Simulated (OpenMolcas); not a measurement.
# Cr³⁺ among point charges: CASSCF and CASPT2 levels and susceptibility

How does a field of 6 point charges split the states of Cr³⁺, and what χT follows?

Method: state-averaged CASSCF and CASPT2, spin-orbit coupling by RASSI with atomic mean-field integrals. Code: OpenMolcas 26.06.

## Step 1: The system

| Quantity | Value |
| --- | --- |
| Species | Cr³⁺ (chromium, Z = 24, 21 electrons) |
| Basis | ANO-RCC-VTZP [6s5p3d2f1g], 59 functions |
| Scalar Hamiltonian | DKH2, point nucleus |
| Inactive shells | 1s 2s 2p 3s 3p |
| Active space | 3 electrons in 5 orbitals (3d) |
| Some configurations of this space | 3d3 |
| Orbitals | optimised for each spin and parity, averaged over all roots |

Outer shells as boxes (Hund's rule):

3d3
```
3d [↑ ][↑ ][↑ ][  ][  ]
```

The ion sits among 6 point charges of -1 e arranged as a trigonal prism (D3h), 1.77 Å from the ion, with a polar angle of 41.2° against the regular 49.1°.

The work runs as a chain of OpenMolcas steps in one folder; each step below is one input file. Labels, J, g values, rates, χT and fits are worked out afterwards by a script from the matrices that RASSI stores.

## Step 2: Basis and integrals

File a.inp:

```
&GATEWAY
Coord
1

Cr 0.0 0.0 0.0
Basis=ANO-RCC-VTZP
Group=NoSym
NoMove
AngMom=0.0 0.0 0.0
AMFI
XField
6 Angstrom 0
1.166903 0.000000 1.330879 -1.000000
-0.583451 1.010567 1.330879 -1.000000
-0.583451 -1.010567 1.330879 -1.000000
1.166903 0.000000 -1.330879 -1.000000
-0.583451 1.010567 -1.330879 -1.000000
-0.583451 -1.010567 -1.330879 -1.000000
&SEWARD
```

## Step 3: CASSCF: quartets, 10 roots

File a.inp:

```
&RASSCF
FileOrb=start.orb
Symmetry=1
Spin=4
nActEl=3 0 0
Inactive=9
Ras2=5
CIRoot=10 10 1
SDav=10
CIMx=300
Iter=120 100
PrWF=0.3
OrbListing=Nothing
MaxOrb=0
>>> COPY $Project.JobIph JOB001
```

start.orb holds the contracted functions of the basis, ordered by shell, or the orbitals of the step before.

## Step 4: Reference wave functions, doublets, 40 roots

File a.inp:

```
&RASSCF
FileOrb=start.orb
Symmetry=1
Spin=2
nActEl=3 0 0
Inactive=9
Ras2=5
CIRoot=40 40 1
SDav=40
CIMx=300
Iter=120 100
PrWF=0.3
OrbListing=Nothing
MaxOrb=0
>>> COPY $Project.JobIph JOB002
```

## Step 5: State interaction with spin-orbit coupling

File a.inp:

```
&RASSI
NrOfJobIphs=2 10 40
1 2 3 4 5 6 7 8 9 10
1 2 3 4 5 6 7 8 9 10 11 12 13 14 15 16 17 18 19 20 21 22 23 24 25 26 27
28 29 30 31 32 33 34 35 36 37 38 39 40
IphNames
JOB001
JOB002
EJob
SpinOrbit
DIPRint=1.0
SOCoupling=1000.0
Subsets=2
Property=9
'ANGMOM' 1 'ANGMOM' 2 'ANGMOM' 3 'MLTPL  1' 1 'MLTPL  1' 2 'MLTPL  1' 3
'AMFI' 1 'AMFI' 2 'AMFI' 3
SOProperty=3
'ANGMOM' 1 'ANGMOM' 2 'ANGMOM' 3
```

## Step 6: CASPT2: IPEA 0.25, imaginary shift 0.1 (closed shells correlated: 3s 3p)

File a.inp:

```
>>> COPY JOB001 $Project.JobIph
&CASPT2
Multistate=10 1 2 3 4 5 6 7 8 9 10
NoMult
Frozen=5
IPEA=0.25
Imaginary=0.1
MaxIter=60
WThr=0.0 0.3 0.05
PrWF=0.5
NoMix
>>> COPY JOB002 $Project.JobIph
&CASPT2
Multistate=40 1 2 3 4 5 6 7 8 9 10 11 12 13 14 15 16 17 18 19 20 21 22
23 24 25 26 27 28 29 30 31 32 33 34 35 36 37 38 39 40
NoMult
Frozen=5
IPEA=0.25
Imaginary=0.1
MaxIter=60
WThr=0.0 0.3 0.05
PrWF=0.5
NoMix
```

(Steps that only read results are left out.)

Before running it: what results should come out? Wanted: spin-free ground state; first state of the same spin within the active space; lowest level; next level.

As calculated:

```
                                            quantity                                                                        value
                                              method  SS-CASPT2, IPEA 0.25, imaginary shift 0.1 (closed shells correlated: 3s 3p)
                              spin-free ground state                                              4A2, 1-fold in its orbital part
first state of the same spin within the active space                                                              4E at 2320 cm⁻¹
                                        lowest level                                            2-fold E1/2, g = 2.00, 3.09, 3.09
                                          next level                                                                    52.5 cm⁻¹
                                         χT at 300 K                                                               1.57 cm³ K/mol
                           effective moment at 300 K                                                                      3.55 μB
```

Cost by method:

| method | time of its own steps | time with the reference |
| --- | --- | --- |
| A. CASSCF | 11 s | 11 s |
| B. SS-CASPT2, IPEA 0.25, imaginary shift 0.1, +3s 3p | 12 s | 23 s |

Times are of one thread on a shared host.

The spin-free ground state (4A2) comes to 95 % from free-ion F terms and keeps the highest spin of the shell. χT at 300 K is 1.57, against 1.88 cm³ K/mol for the spin alone, so spin-orbit coupling lowers it. CASPT2 does not keep the components of a term degenerate, and the means are used. The field of point charges can differ much from that of real complexes. Point charges carry no covalency, so the field is a model and not that of real ligands.
